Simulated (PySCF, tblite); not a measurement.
# CH10O3Si3, a small molecule taken as a stand-in for a surface group: NMR shifts, core binding energies and electronic excitations

Wanted: the NMR shifts, core binding energies and electronic excitations for `C[Si](O)(O[SiH3])O[SiH3]`.

Computed with tblite 0.8.0 and PySCF 2.14.0; each step states its level. No surroundings beyond the atoms listed, unless a continuum is named. Atoms count from 0, parts from 1.

## 1. The system as given

17 atoms, charge 0, multiplicity 1; geometry: distance geometry start.

## 2. Relaxing the cluster with GFN2-xTB

Job settings and geometry (Å):

```
{"job": {"kind": "relax", "xc": "GFN2-xTB", "basis": "xTB"}, "charge": 0, "multiplicity": 1}
Si    -0.764347     0.677269    -0.657341
C     -0.453627    -0.262688     0.892684
O      0.639836     1.638416    -1.066281
Si     1.786103     2.309273     0.124179
O     -2.182277     1.705938    -0.440176
Si    -3.851808     1.169113    -0.200482
O     -1.099454    -0.483045    -1.968848
H      0.469599    -0.740506     0.830899
H     -1.211247    -0.961493     1.036801
H     -0.439498     0.370515     1.690824
H      3.110728     1.951651    -0.274569
H      1.678435     3.729661     0.148301
H      1.514684     1.762696     1.401353
H     -4.128649     1.116406     1.174963
H     -3.997644    -0.124501    -0.775497
H     -4.737814     2.071220    -0.844557
H     -1.793053    -1.157010    -1.945794
```

Method: GFN2-xTB geometry optimisation, gas phase.

The run is started by

```sh
$ OMP_NUM_THREADS=1 python cluster_run.py task.json out
```

The driver reads the jobs from task.json and runs them one after another.

**Question.** The jobs that follow are: PBE0-D3(BJ)/def2-SVP geometry optimisation, gas phase; GIAO PBE0/pcSseg-1 NMR shielding, non-relativistic, gas phase; delta-SCF UKS SCAN, pcX-2 on the ionised atom, pcseg-1 elsewhere, spin-free X2C; TDDFT CAM-B3LYP/def2-SVPD, vertical, gas phase, core orbitals frozen in the response. Predict: point group; rotational constants (main isotopes); 13C shifts against TMS (PBE0/pcSseg-1); 1H shifts against TMS (PBE0/pcSseg-1); 29Si shifts against TMS (PBE0/pcSseg-1); 17O shifts against H2O (PBE0/pcSseg-1); O1s binding energies, SCAN/pcX-2; Si2p binding energies, SCAN/pcX-2 (standing for 1 of 3 atoms); C1s binding energies, SCAN/pcX-2; lowest singlet (CAM-B3LYP/def2-SVPD); brightest single state of those computed; lowest triplet; vertical ionisation energy (ΔSCF).

The runs gave:

| quantity | value |
| --- | --- |
| point group | C1 |
| rotational constants (main isotopes) | 1.34, 1.24, 0.80 GHz |
| 13C shifts against TMS (PBE0/pcSseg-1) | -5.2 ppm |
| 1H shifts against TMS (PBE0/pcSseg-1) | 5.20, 5.15, 5.06, 5.06, 4.98, 4.98, 1.80, 0.20, 0.15, -0.10 ppm |
| 29Si shifts against TMS (PBE0/pcSseg-1) | -41.9, -42.0, -44.6 ppm |
| 17O shifts against H2O (PBE0/pcSseg-1) | 64.8, 52.3, 51.5 ppm |
| O1s binding energies, SCAN/pcX-2 | O6 538.54, O2 537.83, O4 537.82 eV |
| Si2p binding energies, SCAN/pcX-2 (standing for 1 of 3 atoms) | Si0 108.19 eV |
| C1s binding energies, SCAN/pcX-2 | C1 290.32 eV |
| lowest singlet (CAM-B3LYP/def2-SVPD) | 7.47 eV (166 nm), f = 0.006 |
| brightest single state of those computed | state 5, 8.20 eV, f = 0.017 |
| lowest triplet | 7.14 eV |
| vertical ionisation energy (ΔSCF) | 10.78 eV |

What this shows: Relaxing lowered the energy by 0.293 eV in 6 steps; the close pair that moved most is Si3–H10, from 1.417 to 1.490 Å (PBE0/def2-SVP). O6 (oxygen bonded to Si, H) binds its O1s electron 0.72 eV more tightly than O4 (oxygen bonded to 2 Si). The lowest singlet, at 7.47 eV, is HOMO→LUMO 0.78 and is weak; of the 6 states computed, the strongest absorption comes from state 5 at 8.20 eV. The lowest triplet lies 0.33 eV below the lowest singlet (triplets in Tamm-Dancoff, singlets in full TDDFT). ΔSCF puts the ionisation energy at 10.78 eV, 0.70 eV above −ε(HOMO). A capped cluster stands for the solid here, so long-range fields and strain are missing, and bands or shifts of the capping hydrogens have no counterpart in it.
